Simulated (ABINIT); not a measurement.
# MoPt2 (P1) in ABINIT: single point with LDA-PZ

Aim: the single point of MoPt2 with LDA-PZ.

Everything below comes from runs of ABINIT 10.8.3 (patched build). Logs are shortened: lines on timing, memory, paths and dates and some standing lists are left out, and cuts for length are marked. The log counts tension as positive stress, the text compression.

**1. The cell of the first run**

The typed cell holds 3 atoms: a = 4.763 Å, b = 4.763 Å, c = 4.763 Å, α = 146.47°, β = 131.47°, γ = 60.28°.

**2. Single point, LDA-PZ (atoms moved at random)**

run.abi

```
# Pseudopotentials
pp_dirpath "./"
pseudos "Mo.LDA_PW-JTH.xml, Pt.LDA_PW-JTH.xml"

# Structure
acell 9.0007009105 9.0007009105 9.0007009105
rprim
    -0.2884757222     0.4109834252     0.8647973069
     0.2884757222    -0.4109834252     0.8647973069
     0.2884757222     0.4109834252    -0.8647973069
ntypat 2
znucl 42 78
natom 3
typat 1 2 2
xcart
     0.1520682606     7.3287450642     0.0297106955
     2.2729047042     3.6028872951    -2.2754173974
    -0.2041381446     0.3239668848     9.9825212692
chkprim 0
chksymtnons 0
tolsym 1.0e-6

# Plane-wave basis
ecut 13.0
pawecutdg 26.0
pawovlp 30

# k points
kptopt 1
ngkpt 6 8 9
nshiftk 1
shiftk 0.0 0.0 0.0

# Exchange and correlation
ixc 2

# Bands and occupations
nband 21
occopt 3
tsmear 0.00183747

# SCF cycle
nstep 100
tolvrs 1.0e-9

# Output
iomode 3
prtwf 0
prtden 0
prteig 0
prtebands 0
enunit 2
```

Potentials or basis: JTH PAW LDA v2.0.

Command:

```
> abinit run.abi > log 2>&1
```

run.abo:

```text
.Version 10.8.3 of ABINIT
 Symmetries : space group P1 (#  1); Bravais aP (primitive triclinic)
================================================================================
 Values of the parameters that define the memory need of the present run
     intxc =       0    ionmov =       0      iscf =      17    lmnmax =      18
     lnmax =       6     mgfft =      30  mpssoang =       3    mqgrid =    3001
     natom =       3  nloc_mem =       2    nspden =       1   nspinor =       1
    nsppol =       1      nsym =       1    n1xccc =       1    ntypat =       2
    occopt =       3   xclevel =       1
       mpw =         681          nfft =       27000          nkpt =         218
 PAW method is used; the additional fine FFT grid is defined by:
   mgfftf=        45    nfftf =     91125
================================================================================
================================================================================

--------------------------------------------------------------------------------
------------- Echo of variables that govern the present computation ------------
--------------------------------------------------------------------------------
 -outvars: echo values of preprocessed input variables --------
            acell      9.0007009105E+00  9.0007009105E+00  9.0007009105E+00 Bohr
              amu      9.59400000E+01  1.95080000E+02
          chkprim           0
      chksymtnons           0
             ecut      1.30000000E+01 Hartree
           enunit           2
                       outvar_i_n : Printing only first  50 k-points.
              ixc           2
                       outvar_i_n : Printing only first  50 k-points.
         kptrlatt        6    0    0      0    8    0      0    0    9
          kptrlen      4.49736607E+01
            natom           3
            nband          21
            ngfft          30      30      30
          ngfftdg          45      45      45
             nkpt         218
            nstep         100
             nsym           1
           ntypat           2
                       prtocc : prtvol=0, do not print more k-points.
           occopt           3
        pawecutdg      2.60000000E+01 Hartree
          pawovlp      3.0000000000E+01
           prtden           0
        prtebands           0
           prteig           0
            prtwf           0
            rprim     -2.8847572220E-01  4.1098342520E-01  8.6479730690E-01
                       2.8847572220E-01 -4.1098342520E-01  8.6479730690E-01
                       2.8847572220E-01  4.1098342520E-01 -8.6479730690E-01
          spgroup           1
           tolsym      1.00000000E-06
           tolvrs      1.00000000E-09
           tsmear      1.83747000E-03 Hartree
            typat      1  2  2
           useylm           1
                       outvars : Printing only first  50 k-points.
           xangst      8.0471057957E-02  3.8782048699E+00  1.5722222968E-02
                       1.2027693712E+00  1.9065658487E+00 -1.2040990312E+00
                      -1.0802525393E-01  1.7143589241E-01  5.2825227594E+00
            xcart      1.5206826060E-01  7.3287450642E+00  2.9710695500E-02
                       2.2729047042E+00  3.6028872951E+00 -2.2754173974E+00
                      -2.0413814460E-01  3.2396688480E-01  9.9825212692E+00
             xred      9.9250999988E-01  3.1191999999E-02  1.0198849999E+00
                       3.4082599995E-01  2.9152499997E-01  9.2467899991E-01
                       6.8502799998E-01  6.0192799998E-01  4.4790000048E-03
            znucl       42.00000   78.00000

================================================================================

 chkinp: Checking input parameters for consistency.

================================================================================
== DATASET  1 ==================================================================

--- !DatasetInfo
iteration_state: {dtset: 1, }
dimensions: {natom: 3, nkpt: 218, mband: 21, nsppol: 1, nspinor: 1, nspden: 1, mpw: 681, }
cutoff_energies: {ecut:  13.0, pawecutdg:  26.0, }
electrons: {nelect:   3.40000000E+01, charge:   0.00000000E+00, occopt:   3.00000000E+00, tsmear:   1.83747000E-03, }
meta: {optdriver: 0, ionmov: 0, optcell: 0, iscf: 17, paral_kgb: 0, }
...

 Exchange-correlation functional for the present dataset will be:
  LDA: Perdew-Zunger-Ceperley-Alder - ixc=2
  J.P.Perdew and A.Zunger, PRB 23, 5048 (1981)

 Real(R)+Recip(G) space primitive vectors, cartesian coordinates (Bohr,Bohr^-1):
 R(1)= -2.5964837  3.6991389  7.7837819  G(1)=  0.0000000  0.1351666  0.0642361
 R(2)=  2.5964837 -3.6991389  7.7837819  G(2)=  0.1925681  0.0000000  0.0642361
 R(3)=  2.5964837  3.6991389 -7.7837819  G(3)=  0.1925681  0.1351666  0.0000000
 Unit cell volume ucvol=  2.9904524E+02 bohr^3
[... 96 lines left out ...]
- [  6.8503E-01,   6.0193E-01,   4.4790E-03, Pt]
cartesian_forces: # hartree/bohr
- [ -4.13075676E-02,   4.18036719E-02,  -1.76386263E-02, ]
- [  1.90487289E-02,   7.28945061E-03,  -1.16540911E-01, ]
- [  2.22588387E-02,  -4.90931226E-02,   1.34179537E-01, ]
force_length_stats: {min:   6.13594595E-02, max:   1.44602001E-01, mean:   1.08091216E-01, }
...

 Integrated electronic density in atomic spheres:
 ------------------------------------------------
 Atom  Sphere_radius  Integrated_density
    1        2.20740         11.33073498
    2        2.51622          8.89067997
    3        2.51622          8.93352045

================================================================================

 ----iterations are completed or convergence reached----

 Mean square residual over all n,k,spin=   34.865E-09; max=  56.816E-06
 reduced coordinates (array xred) for    3 atoms
       0.992509999877      0.031191999999      1.019884999881
       0.340825999952      0.291524999974      0.924678999914
       0.685027999980      0.601927999983      0.004479000005
 rms dE/dt=  8.4880E-01; max dE/dt=  1.1679E+00; dE/dt below (all hartree)
    1      -0.124272604208      0.399534946372     -0.185013547802
    2       0.929948244391      0.884981718989     -0.983888599707
    3      -0.804703070166     -1.283473529618      1.167896653010

 cartesian coordinates (angstrom) at end:
    1      0.08047105795659     3.87820486986146     0.01572222296801
    2      1.20276937120089     1.90656584872544    -1.20409903117942
    3     -0.10802525392506     0.17143589240709     5.28252275943141

 cartesian forces (hartree/bohr) at end:
    1     -0.04130756758913     0.04180367193960    -0.01763862628109
    2      0.01904872885828     0.00728945061284    -0.11654091051072
    3      0.02225883873085    -0.04909312255244     0.13417953679181
 frms,max,avg= 6.5551079E-02 1.3417954E-01  -2.416E-06  1.483E-06 -4.316E-05 h/b

 cartesian forces (eV/Angstrom) at end:
    1     -2.12412052929175     2.14963124069411    -0.90701463143110
    2      0.97952502135291     0.37483862153299    -5.99277456809886
    3      1.14459550793885    -2.52446986222710     6.89978919952996
 frms,max,avg= 3.3707720E+00 6.8997892E+00  -1.242E-04  7.628E-05 -2.219E-03 e/A
 length scales=  9.000700910500  9.000700910500  9.000700910500 bohr
              =  4.762965800759  4.762965800759  4.762965800759 angstroms
 Fermi (or HOMO) energy (hartree) =   0.42710   Average Vxc (hartree)=  -0.46787
 Eigenvalues (hartree) for nkpt= 218  k points:
 kpt#   1, nband= 21, wtk=  0.00231, kpt=  0.0000  0.0000  0.0000 (reduced coord)
  -1.82639   -0.88091   -0.87575   -0.85765    0.05706    0.18811    0.20214    0.22017
   0.23343    0.26931    0.28028    0.28316    0.30396    0.32478    0.33080    0.35984
   0.38039    0.40362    0.46868    0.51103    0.61371
      occupation numbers for kpt#   1
   2.00000    2.00000    2.00000    2.00000    2.00000    2.00000    2.00000    2.00000
   2.00000    2.00000    2.00000    2.00000    2.00000    2.00000    2.00000    2.00000
   2.00000    1.99999    0.00000    0.00000    0.00000
 prteigrs : prtvol=0 or 1, do not print more k-points.

 Fermi (or HOMO) energy (eV) =  11.62187   Average Vxc (eV)= -12.73135
 Eigenvalues (   eV  ) for nkpt= 218  k points:
 kpt#   1, nband= 21, wtk=  0.00231, kpt=  0.0000  0.0000  0.0000 (reduced coord)
 -49.69847  -23.97083  -23.83024  -23.33797    1.55278    5.11887    5.50049    5.99114
   6.35198    7.32840    7.62672    7.70529    8.27104    8.83779    9.00158    9.79177
  10.35095   10.98311   12.75340   13.90588   16.69983
 prteigrs : prtvol=0 or 1, do not print more k-points.

--- !EnergyTerms
iteration_state     : {dtset: 1, }
comment             : Components of total free energy in Hartree
kinetic             :  2.56830471773639E+01
hartree             :  1.66076192899468E+01
xc                  : -9.73997554818079E+00
Ewald energy        : -1.19731493878971E+02
psp_core            :  1.00621143155076E+01
local_psp           : -5.98625003088776E+01
PAW spherical_terms :  1.35587598616124E+01
internal            : -1.23422429091599E+02
'-kT*entropy'       : -4.84866557008174E-04
total_energy        : -1.23422913958156E+02
total_energy_eV     : -3.35850858331986E+03
...

--- !EnergyTermsDC
iteration_state     : {dtset: 1, }
comment             : '"Double-counting" decomposition of free energy'
band_energy         : -1.78127093342298E+00
Ewald energy        : -1.19731493878971E+02
psp_core            :  1.00621143155076E+01
xc_dc               : -1.44544812273262E+01
PAW spherical_terms :  2.48269832792901E+00
internal            : -1.23422433396284E+02
'-kT*entropy'       : -4.84866557008174E-04
total_energy_dc     : -1.23422918262841E+02
total_energy_dc_eV  : -3.35850870045631E+03
...

--- !EnergyTermsWithPAWCore
iteration_state     : {dtset: 1, }
comment             : 'Components of total free energy, including PAW core contributions'
Total energy        : -4.08519026684042E+04
Total energy DC     : -4.08519026727088E+04
Total energy (eV)   : -1.11163690239317E+06
Total energy DC (eV): -1.11163690251030E+06
...

 Cartesian components of stress tensor (hartree/bohr^3)
  sigma(1 1)= -1.65780865E-04  sigma(3 2)=  2.10262338E-04
  sigma(2 2)= -4.07597682E-04  sigma(3 1)= -2.16259406E-05
  sigma(3 3)= -1.19582714E-03  sigma(2 1)=  1.39356331E-04

-Cartesian components of stress tensor (GPa)         [Pressure=  1.7351E+01 GPa]
- sigma(1 1)= -4.87744145E+00  sigma(3 2)=  6.18613155E+00
- sigma(2 2)= -1.19919378E+01  sigma(3 1)= -6.36257138E-01
- sigma(3 3)= -3.51824490E+01  sigma(2 1)=  4.10000482E+00

== END DATASET(S) ==============================================================
================================================================================

 -outvars: echo values of variables after computation  --------
            acell      9.0007009105E+00  9.0007009105E+00  9.0007009105E+00 Bohr
           etotal     -1.2342291826E+02
            fcart     -4.1307567589E-02  4.1803671940E-02 -1.7638626281E-02
                       1.9048728858E-02  7.2894506128E-03 -1.1654091051E-01
                       2.2258838731E-02 -4.9093122552E-02  1.3417953679E-01
            rprim     -2.8847572220E-01  4.1098342520E-01  8.6479730690E-01
                       2.8847572220E-01 -4.1098342520E-01  8.6479730690E-01
                       2.8847572220E-01  4.1098342520E-01 -8.6479730690E-01
           strten     -1.6578086534E-04 -4.0759768238E-04 -1.1958271357E-03
                       2.1026233765E-04 -2.1625940576E-05  1.3935633128E-04
           xangst      8.0471057957E-02  3.8782048699E+00  1.5722222968E-02
                       1.2027693712E+00  1.9065658487E+00 -1.2040990312E+00
                      -1.0802525393E-01  1.7143589241E-01  5.2825227594E+00
             xred      9.9250999988E-01  3.1191999999E-02  1.0198849999E+00
                       3.4082599995E-01  2.9152499997E-01  9.2467899991E-01
                       6.8502799998E-01  6.0192799998E-01  4.4790000048E-03
 Calculation completed.
```

Run time: 5.6 min. Hardware: 1 thread of Arm Neoverse V1, shared host; peak memory 0.18 GiB.

What came out:

```yaml
Free_energy: -3358.5087 eV
Pressure: 17.4 GPa
Largest_force: 7.436 eV/Å
Band_gap_on_the_k_mesh: none (metal or under the smearing width)
```

Forces on the atoms (eV/Å):
```
Mo  -2.124  2.150 -0.907
Pt   0.980  0.375 -5.993
Pt   1.145 -2.524  6.900
```

Stress tensor (GPa, compression positive):
```
 4.88 -4.10  0.64
-4.10 11.99 -6.19
 0.64 -6.19 35.18
```

Caveat: the atomic spheres overlap. The run has no spin-orbit coupling, so splittings on Pt are missing.
